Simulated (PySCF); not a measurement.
**CH5ClN2W (SMILES [CH3][W](=[NH])(=[NH])[Cl]) at 6 levels**

We compute a comparison of 6 runs (BLYP/def2-SVP, M06-L/def2-SVP, PBE/def2-SVP, PBE0/def2-SVP, r2SCAN/def2-SVP, revPBE/def2-SVP) of CH5ClN2W. The job is set up through a Python script.

The results are computed with PySCF 2.14.0.

1 further run of the same task is left out (set aside as unsound or not needed).

## 1. The molecule

CH5ClN2W has 10 atoms, charge 0, and is taken as a singlet. As SMILES, `[CH3][W](=[NH])(=[NH])[Cl]`. The coordinates come from a PBE0-D4/def2-TZVP relaxation.

Bond lengths: C1–W2 2.112 Å, W2–N3 1.743 Å, W2–N4 1.743 Å, W2–Cl5 2.293 Å, C1–H6 1.090 Å, C1–H7 1.095 Å, C1–H8 1.095 Å, N3–H9 1.008 Å, N4–H10 1.008 Å. Some angles: C1–W2–N3 103.3°, C1–W2–N4 103.3°, C1–W2–Cl5 112.6°, N3–W2–N4 111.8°, N3–W2–Cl5 112.6°, N4–W2–Cl5 112.6°, W2–C1–H6 113.0°, W2–C1–H7 108.6°, W2–C1–H8 108.5°, W2–N3–H9 155.0°.

## 2. The energy at BLYP/def2-SVP (core potential) (run 1)

run.py reads:

```python
# [CH3][W](=[NH])(=[NH])[Cl]
from pyscf import gto, dft

mol = gto.M(
    atom=[
    ('C', (-1.460200, 0.075200, -0.356000)),
    ('W', (0.575400, 0.372700, 0.120700)),
    ('N', (0.737700, -0.394200, 1.677200)),
    ('N', (1.411500, -0.511700, -1.126700)),
    ('Cl', (1.155900, 2.590200, 0.167200)),
    ('H', (-1.742800, -0.977700, -0.379900)),
    ('H', (-2.072000, 0.581800, 0.397400)),
    ('H', (-1.653900, 0.509000, -1.342300)),
    ('H', (1.107600, -1.068200, 2.329700)),
    ('H', (2.024200, -1.228300, -1.484400)),
],
    max_memory=1860,
    ecp={'W': 'def2-svp'},
    verbose=4,
    basis='def2-svp',
)

mf = dft.RKS(mol, xc='blyp')
mf.grids.level = 5
mf.conv_tol = 1e-10
mf.kernel()
if not mf.converged:
    mf = mf.newton().run(mf.mo_coeff, mf.mo_occ)

e_tot = mf.e_tot
print('Final energy', e_tot)
```

The run is started by

```sh
$ OMP_NUM_THREADS=1 python run.py
```

Output:

```text
PySCF version 2.14.0

[... 88 lines left out ...]
converged SCF energy = -677.694515595886
Final energy -677.6945155958856
```

Wall time 80 s (1 thread of Intel Xeon at 2.50GHz (Skylake/Cascade Lake), shared host); peak memory 0.66 GiB.

## 3. A single-point energy at M06-L/def2-SVP (core potential) (run 2)

input.py reads:

```python
# [CH3][W](=[NH])(=[NH])[Cl]
from pyscf import gto, dft

mol = gto.M(
    atom='''
C     -1.460200     0.075200    -0.356000
W      0.575400     0.372700     0.120700
N      0.737700    -0.394200     1.677200
N      1.411500    -0.511700    -1.126700
Cl     1.155900     2.590200     0.167200
H     -1.742800    -0.977700    -0.379900
H     -2.072000     0.581800     0.397400
H     -1.653900     0.509000    -1.342300
H      1.107600    -1.068200     2.329700
H      2.024200    -1.228300    -1.484400
''',
    verbose=3,
    max_memory=1860,
    spin=0,
    ecp={'W': 'def2-svp'},
    basis='def2-svp',
)

calc0 = dft.RKS(mol)
calc0.xc = 'm06-l'
calc0.conv_tol = 1e-10
calc0.grids.level = 5
calc0.kernel()
if not calc0.converged:
    calc0 = calc0.newton().run(calc0.mo_coeff, calc0.mo_occ)

energy = calc0.e_tot
print(f'total energy: {energy:.8f} hartree')
```

The run is started by

```sh
$ OMP_NUM_THREADS=1 python input.py
```

Output:

```text
converged SCF energy = -677.78837620185
total energy: -677.78837620 hartree
```

It took 2.1 min on 1 thread of Intel Xeon at 2.50GHz (Skylake/Cascade Lake), shared host; peak memory 0.67 GiB.

Runs 3 to 5 aren't shown in full; the table further down has their settings and results.

## 4. A single-point energy at revPBE/def2-SVP (core potential) (run 6)

input.py reads:

```python
# [CH3][W](=[NH])(=[NH])[Cl]
from pyscf import gto, dft

molecule = gto.M(
    atom='''
C       -1.460200       0.075200      -0.356000
W        0.575400       0.372700       0.120700
N        0.737700      -0.394200       1.677200
N        1.411500      -0.511700      -1.126700
Cl       1.155900       2.590200       0.167200
H       -1.742800      -0.977700      -0.379900
H       -2.072000       0.581800       0.397400
H       -1.653900       0.509000      -1.342300
H        1.107600      -1.068200       2.329700
H        2.024200      -1.228300      -1.484400
''',
    max_memory=1860,
    verbose=3,
    basis='def2-svp',
    ecp={'W': 'def2-svp'},
)

mf = dft.RKS(molecule)
mf.xc = 'revpbe'
mf.grids.level = 5
mf.conv_tol = 1e-10
mf.kernel()
if not mf.converged:
    mf = mf.newton().run(mf.mo_coeff, mf.mo_occ)

e_tot = mf.e_tot
print(f'total energy: {e_tot:.8f} hartree')
```

The run is started by

```sh
$ OMP_NUM_THREADS=1 python input.py
```

Output:

```text
converged SCF energy = -677.715317475015
total energy: -677.71531748 hartree
```

Run time: 80 s. Hardware: 1 thread of Intel Xeon at 2.50GHz (Skylake/Cascade Lake), shared host; peak memory 0.65 GiB.

## 5. The series

```
run                             level  energy (Eh)  dipole moment (D)  HOMO energy (eV)  LUMO energy (eV)  wall time
  1    BLYP/def2-SVP (core potential)  -677.694516               2.19             -6.31             -2.37       80 s
  2   M06-L/def2-SVP (core potential)  -677.788376               2.44             -6.82             -2.45    2.1 min
  3     PBE/def2-SVP (core potential)  -677.439425               2.28             -6.51             -2.54       80 s
  4    PBE0/def2-SVP (core potential)  -677.416110               2.38             -7.87             -1.80       79 s
  5  r2SCAN/def2-SVP (core potential)  -677.687779               2.39             -6.84             -2.49    2.3 min
  6  revPBE/def2-SVP (core potential)  -677.715317               2.30             -6.47             -2.47       80 s
```

## 6. Results

| quantity | value |
| --- | --- |
| run 6: total energy | -677.71532 Eh |
| run 6: dipole moment | 2.30 D |
| run 6: HOMO energy | -6.47 eV |
| run 6: LUMO energy | -2.47 eV |
| run 6: HOMO–LUMO gap | 3.99 eV |

What this shows: The dipole moment (its size) runs from 2.19 D (BLYP/def2-SVP) to 2.44 D (M06-L/def2-SVP). The HOMO–LUMO gap runs from 3.93 eV (BLYP/def2-SVP) to 6.07 eV (PBE0/def2-SVP). Totals of different functionals can't be ranked against each other. All runs together took 9.7 min, the longest 2.3 min.
